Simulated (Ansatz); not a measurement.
**C₄H₃F₃: a ladder of functionals and wavefunction methods**

An exercise on one series of results from a longer session: the logs are not shown, and one member is left open.

Program: Ansatz 0.2.0, Gaussian basis. Level of theory: functionals in def2-TZVPP, the program's frozen cores in correlated methods. These are calculated values, not measurements.

The runs, in order: LDA (SPW92), PBE-D4, revPBE-D4, BLYP-D4, r2SCAN-D4, B97M-V, PBE0-D4, B3LYP-D4, r2SCANh-D4, r2SCAN0-D4, HSE06-D4, BHLYP-D4, CAM-B3LYP-D4, LC-ωPBE, ωB97X-V, ωB97M-V, B2PLYP, PBE-QIDH; CCSD(T)/def2-SVP; CCSD(T)/def2-TZVPP; MP2/def2-QZVPP; extrapolation to the limit; RPA on PBE.

## Structure used throughout

An earlier PBE0-D4 in a triple-zeta def2 set relaxation fixed the geometry.

10 atoms, charge 0, spin multiplicity 1.

Atoms are counted from 1 here; the program's logs count them from 0.

Bond lengths: F1–C2 1.378 Å, C2–C3 1.451 Å, C2–H8 1.094 Å, C2–H9 1.094 Å, C3–C4 1.200 Å, C4–C5 1.456 Å, C5–F6 1.355 Å, C5–F7 1.355 Å, C5–H10 1.095 Å. Angles: F1–C2–C3 111.3°, F1–C2–H8 108.3°, F1–C2–H9 108.3°, C3–C2–H8 110.1°, C3–C2–H9 110.0°, H8–C2–H9 108.8°, C2–C3–C4 178.5°, C3–C4–C5 177.3°, C4–C5–F6 110.8°, C4–C5–F7 110.8°, C4–C5–H10 111.5°, F6–C5–F7 107.4°, F6–C5–H10 108.1°, F7–C5–H10 108.1°.

Geometry (Å):

```
atom     x (Å)     y (Å)     z (Å)
  F1  -2.85162  -0.16191   0.16703
  C2  -1.84172   0.64307   0.64703
  C3  -0.54199   0.18612   0.19171
  C4   0.54576  -0.16811  -0.16905
  C5   1.83693  -0.64817  -0.64135
  F6   2.47494   0.31207  -1.35412
  F7   2.63763  -0.97821   0.40129
  H8  -1.88219   0.62982   1.74056
  H9  -2.02269   1.66506   0.30001
 H10   1.72815  -1.53085  -1.28002
```

Set-up of the first run:

Contents of in.yaml:

```yaml
crystal:
  periodic: [false, false, false]
  atoms:
    - {symbol: F, position_ang: [-2.851618, -0.161909, 0.167033]}
    - {symbol: C, position_ang: [-1.841721, 0.643072, 0.647031]}
    - {symbol: C, position_ang: [-0.541988, 0.186122, 0.191709]}
    - {symbol: C, position_ang: [0.545756, -0.168113, -0.169047]}
    - {symbol: C, position_ang: [1.836926, -0.648168, -0.641347]}
    - {symbol: F, position_ang: [2.474943, 0.312071, -1.354116]}
    - {symbol: F, position_ang: [2.637635, -0.978208, 0.401287]}
    - {symbol: H, position_ang: [-1.882189, 0.629822, 1.740564]}
    - {symbol: H, position_ang: [-2.022689, 1.665060, 0.300008]}
    - {symbol: H, position_ang: [1.728146, -1.530851, -1.280021]}
basis:
  gaussian: {orbitals: def2-TZVPP}
hamiltonian: {xc: lda}
output: {orbitals: {seedname: orbitals}}
```

Steps of the session up to this table: LDA; PBE-D4 (GGA); revPBE-D4 (GGA); BLYP-D4 (GGA); r2SCAN-D4 (meta-GGA); B97M-V (meta-GGA); PBE0-D4 (hybrid); B3LYP-D4 (hybrid); r2SCANh-D4 (hybrid); r2SCAN0-D4 (hybrid); HSE06-D4 (hybrid); BHLYP-D4 (hybrid); CAM-B3LYP-D4 (range-separated); LC-ωPBE-D4 (range-separated; the results give it without D4); ωB97X-V (range-separated); ωB97M-V (range-separated); B2PLYP (double hybrid); PBE-QIDH (double hybrid).

One table of the session follows, with a row left open; its other results are not shown here.

It belongs to the step «Orbital energies across the functionals». 

| functional | HOMO (eV) | gap (eV) |
| --- | --- | --- |
| LDA (SPW92) | ? | ? |
| PBE-D4 | -7.35 | 5.74 |
| revPBE-D4 | -7.27 | 5.78 |
| BLYP-D4 | -7.23 | 5.74 |
| r2SCAN-D4 | -7.62 | 6.27 |
| B97M-V | -7.64 | 6.37 |
| PBE0-D4 | -8.68 | 8.09 |
| B3LYP-D4 | -8.45 | 7.61 |
| r2SCANh-D4 | -8.11 | 7.13 |
| r2SCAN0-D4 | -8.85 | 8.42 |
| HSE06-D4 | -8.27 | 7.30 |
| BHLYP-D4 | -9.86 | 10.36 |
| CAM-B3LYP-D4 | -10.08 | 10.60 |
| LC-ωPBE | -11.47 | 13.23 |
| ωB97X-V | -11.06 | 12.73 |
| ωB97M-V | -10.94 | 12.44 |

Q: Estimate the row for LDA (SPW92) from the others.

The run gave: HOMO (eV): -7.54; gap (eV): 5.64. In the column «HOMO (eV)» it lies between r2SCAN-D4 (-7.62) and PBE-D4 (-7.35).
